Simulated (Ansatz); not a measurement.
**NaI: basis-set convergence**

How large a basis does NaI need? Two functionals are run in growing sets.

The runs use Ansatz 0.2.0, Gaussian basis; one geometry, several basis sets.

The runs, in order: PBE0-D4/def2-SVP; ωB97M-V/def2-SVP; PBE0-D4/def2-QZVPP; ωB97M-V/def2-QZVPP; the functionals' def2-TZVPP values are taken from earlier runs.

**1. The geometry**

An earlier PBE0-D4 in a triple-zeta def2 set relaxation fixed the geometry. I takes the def2 core potential; no spin-orbit term is included.

SMILES `[Na][I]`, 2 atoms, charge 0, spin multiplicity 1.

Atoms are counted from 1 here; the program's logs count them from 0.

Bond lengths: Na1–I2 2.714 Å.

**2. PBE0-D4 in def2-SVP**

File in.yaml:

```yaml
crystal:
  periodic: [false, false, false]
  atoms:
    - {symbol: Na, position_ang: [-0.000000, 0.000000, 0.044529]}
    - {symbol: I, position_ang: [0.000000, -0.000000, 2.758591]}
basis:
  gaussian: {orbitals: def2-SVP}
hamiltonian: {xc: pbe0, dispersion: d4}
output: {orbitals: {seedname: orbitals}}
```

The run is started by

```console
> ansatz run in.yaml --threads 2 --pin off --events-out ev --progress --plain --max-ram 32768MiB --backend cpu
```

After this run come: ωB97M-V in def2-SVP; PBE0-D4 in def2-QZVPP; ωB97M-V in def2-QZVPP.

**Question.** What will the summary of the whole plan be? Wanted: PBE0-D4: double and triple zeta above quadruple; ωB97M-V: double and triple zeta above quadruple.

The runs gave:

| quantity | value |
| --- | --- |
| PBE0-D4: double and triple zeta above quadruple | 2.11, 0.23 eV |
| ωB97M-V: double and triple zeta above quadruple | 2.11, 0.22 eV |

What this shows: For PBE0-D4 the step from double to triple zeta gains 1.88 eV and the next only 0.23 eV. Total energies overstate the basis error of differences, where much of it tends to cancel.
